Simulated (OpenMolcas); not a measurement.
**Ni³⁺: RASSCF terms and fine-structure levels**

Aim: the low terms and levels of Ni³⁺, with their order and spacing.

Program: OpenMolcas 26.06. Level of theory: state-averaged RASSCF, spin-orbit coupling by RASSI with atomic mean-field integrals. These are calculated values, not measurements, unless marked.

2 further runs of the same task are left out: 2 set aside as unsound or not needed.

### 1 The atom as given

| Quantity | Value |
| --- | --- |
| Species | Ni³⁺ (nickel, Z = 28, 25 electrons) |
| Basis | ANO-RCC-VTZP [6s5p3d2f1g], 59 functions |
| Scalar Hamiltonian | DKH2, point nucleus |
| Inactive shells | 1s 2s 2p 3s |
| Active space | 13 electrons in 8 orbitals (RAS1 3p, at most 2 holes; RAS2 3d) |
| Some configurations of this space | 3d⁷ |
| Orbitals | optimised for each spin and parity, averaged over all roots |

The outer shells:

3d7
```
3d [↑↓][↑↓][↑ ][↑ ][↑ ]
```

The work runs as a chain of OpenMolcas steps in one folder; each step below is one input file. Labels, J, g values, rates, χT and fits are worked out afterwards by a script from the matrices that RASSI stores.

### 2 One- and two-electron integrals

The input, a.inp:

```
&GATEWAY
Coord
1

Ni 0.0 0.0 0.0
Basis=ANO-RCC-VTZP
Group=XYZ
NoMove
AngMom=0.0 0.0 0.0
AMFI
&SEWARD
```

Run with:

```console
$ OMP_NUM_THREADS=1 MOLCAS_MEM=1689 MOLCAS_PROJECT=a pymolcas a.inp > a.log
```

### 3 Start orbitals from a smaller active space

The input, a.inp:

```
&RASSCF
FileOrb=start.orb
Symmetry=1
Spin=4
nActEl=7 0 0
Inactive=3 6
Ras2=5 0
CIRoot=10 10 1
SDav=10
CIMx=300
Iter=120 100
PrWF=0.3
OrbListing=Nothing
MaxOrb=0
Atom
>>> COPY $Project.JobIph JOBPRE
```

### 4 Reference wave functions, quartets of even parity, 10 roots

The input, a.inp:

```
&RASSCF
FileOrb=start.orb
Symmetry=1
Spin=4
nActEl=13 2 0
Inactive=3 3
Ras1=0 3
Ras2=5 0
CIRoot=10 10 1
SDav=25
CIMx=300
Iter=120 100
PrWF=0.3
OrbListing=Nothing
MaxOrb=0
Thrs=2.0e-7 1.0e-1 5.0e-4
Atom
>>> COPY $Project.JobIph JOB001
```

### 5 RASSCF: doublets of even parity, 40 roots

The input, a.inp:

```
&RASSCF
FileOrb=start.orb
Symmetry=1
Spin=2
nActEl=13 2 0
Inactive=3 3
Ras1=0 3
Ras2=5 0
CIRoot=40 40 1
SDav=85
CIMx=300
Iter=120 100
PrWF=0.3
OrbListing=Nothing
MaxOrb=0
Thrs=2.0e-7 1.0e-1 5.0e-4
Atom
>>> COPY $Project.JobIph JOB002
```

### 6 RASSI: spin-orbit coupling between the states

The input, a.inp:

```
&RASSI
NrOfJobIphs=2 10 40
1 2 3 4 5 6 7 8 9 10
1 2 3 4 5 6 7 8 9 10 11 12 13 14 15 16 17 18 19 20 21 22 23 24 25 26 27
28 29 30 31 32 33 34 35 36 37 38 39 40
IphNames
JOB001
JOB002
EJob
SpinOrbit
DIPRint=1.0
SOCoupling=1000.0
Subsets=2
MEES
Property=10
'ANGMOM' 1 'ANGMOM' 2 'ANGMOM' 3 'MLTPL  1' 1 'MLTPL  1' 2 'MLTPL  1' 3
'AMFI' 1 'AMFI' 2 'AMFI' 3 'MLTPL  2' 6
SOProperty=3
'ANGMOM' 1 'ANGMOM' 2 'ANGMOM' 3
```

(Steps that only read results are left out.)

Before running it: what results should come out? Wanted: lowest level; first excited level; lowest level of another term; spin-orbit lowering of the lowest level; strongest of the lines computed, by gA.

The runs gave:

| quantity | value |
| --- | --- |
| method | RASSCF |
| lowest level | 3d⁷ ⁴F_9/2, 100 % of that term, g = 1.333 |
| ground level listed by NIST | 4F9/2 |
| first excited level | 3d⁷ ⁴F_7/2 at 1150 cm⁻¹ |
| lowest level of another term | 3d⁷ ⁴P_5/2 at 20296 cm⁻¹ |
| spin-orbit lowering of the lowest level | 1170 cm⁻¹ |
| strongest of the lines computed, by gA (one parity, so forbidden lines), at RASSCF energies | 3d⁷ ²D_5/2(2) → 3d⁷ ²G_9/2, 192.8 nm, A = 1.27e+01 s⁻¹ |

In words: The multiplet ⁴F is inverted; its intervals divided by the larger J differ by 11 % of their mean, where Landé's rule for pure LS coupling makes them equal. The computed levels miss the measured ones by 2900 cm⁻¹ on average. Only the configurations of the active space and the roots asked for are present. Not all states of the active space went into the spin-orbit step. The levels of the extra active shells were not computed. Levels of other configurations are missing from the list.
